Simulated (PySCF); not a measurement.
# TaN(OH)2: relaxation and vibrations of the singlet

Where does singlet TaN(OH)2 go from a trigonal planar start, is the end point a minimum, and what are its modes, charges and moments?

Computed with PySCF 2.14.0. Level: PBE0, basis Ta def2-TZVP with ECP60, N def2-TZVP, O def2-TZVP, H def2-TZVP, scalar-relativistic core potentials, no spin–orbit coupling, density fitting.

### 1 Starting geometry

6 atoms, charge 0, spin multiplicity 1.

Bond lengths: Ta1–N2 1.860 Å, Ta1–O3 2.090 Å, Ta1–O4 2.090 Å, O3–H5 0.960 Å, O4–H6 0.960 Å. Angles: N2–Ta1–O3 120.0°, N2–Ta1–O4 120.0°, O3–Ta1–O4 120.0°, Ta1–O3–H5 130.0°, Ta1–O4–H6 130.0°.

Coordinates in bohr (charge 0 multiplicity 1):
```
Ta    0.0000    0.0000    0.0000
N     3.5149    0.0000    0.0000
O    -1.9748    3.4204    0.0000
O    -1.9748   -3.4204    0.0000
H    -1.3544    5.1251    0.0000
H    -3.7613   -3.7354    0.0000
```

### 2 First SCF at the start

One driver script runs all steps and calls PySCF; scf.py shows how it sets up the SCF of each step. The optimiser is the driver's own. After this first run the driver tries any further starts and a stability analysis.

The input, scf.py:

```python
from pyscf import gto, scf, dft
mol = gto.M(atom='''
Ta     0.000000     0.000000     0.000000
N      1.860000     0.000000     0.000000
O     -1.045000     1.810000     0.000000
O     -1.045000    -1.810000     0.000000
H     -0.716700     2.712100     0.000000
H     -1.990400    -1.976700     0.000000''',
    basis={'Ta': 'def2-TZVP', 'N': 'def2-TZVP', 'O': 'def2-TZVP', 'H': 'def2-TZVP'},
    ecp={'Ta': 'def2-TZVP'},
    charge=0, spin=0)
mf = dft.RKS(mol, xc='PBE0')
mf.grids.atom_grid = (50, 194)
aux = {'Ta': 'def2-universal-JKFIT', 'N': 'def2-universal-JKFIT', 'O': 'def2-universal-JKFIT', 'H': 'def2-universal-JKFIT'}
mf = mf.density_fit(auxbasis=aux)
mf.conv_tol = 1e-08
mf.diis_space = 10
mf.max_cycle = 60
mf.init_guess = 'minao'
mf.verbose = 4
mf.kernel()
```

Launch:

```bash
> OMP_NUM_THREADS=4 python axn.py task.json out
```

Further steps of the session: Relaxation: trigonal planar start, singlet; Frequencies; Following the imaginary mode; Frequencies.

**Question.** What will these runs give? Wanted: minimum; geometry; wavenumbers; dipole moment; highest occupied, lowest empty level; polar-tensor charge of Ta1; zero-point energy; atomisation energy.

**Answer**, as computed:

| quantity | value |
| --- | --- |
| minimum | singlet, C1 |
| geometry | O–H 0.959 Å, O–H 0.961 Å, Ta–N 1.695 Å, Ta–O 1.922 Å, Ta–O 1.939 Å; H–O–Ta 119.3°, H–O–Ta 121.3°, N–Ta–O 103.6°, N–Ta–O 106.4°, O–Ta–O 111.8° |
| wavenumbers (cm⁻¹) | 148 (a), 237 (a), 294 (a), 451 (a), 567 (a), 649 (a), 653 (a), 677 (a), 709 (a), 1072 (a), 3871 (a), 3907 (a) |
| dipole moment | 5.56 D |
| highest occupied, lowest empty level | -6.85, -3.11 eV |
| polar-tensor charge of Ta1 | +1.72 e |
| zero-point energy | 79.2 kJ/mol |
| entropy at 298.15 K | 320.0 J/(mol K) |
| atomisation energy (no zero-point energy) | 2405 kJ/mol |

What this shows: The trigonal planar start ends in a minimum without symmetry. In the infrared the band at 653 cm⁻¹ (a) leads. With 5.6 D the molecule is strongly polar. Only this shape and spin were tried, so other structures or states may lie lower. With an element this heavy the missing spin–orbit coupling can shift these numbers.
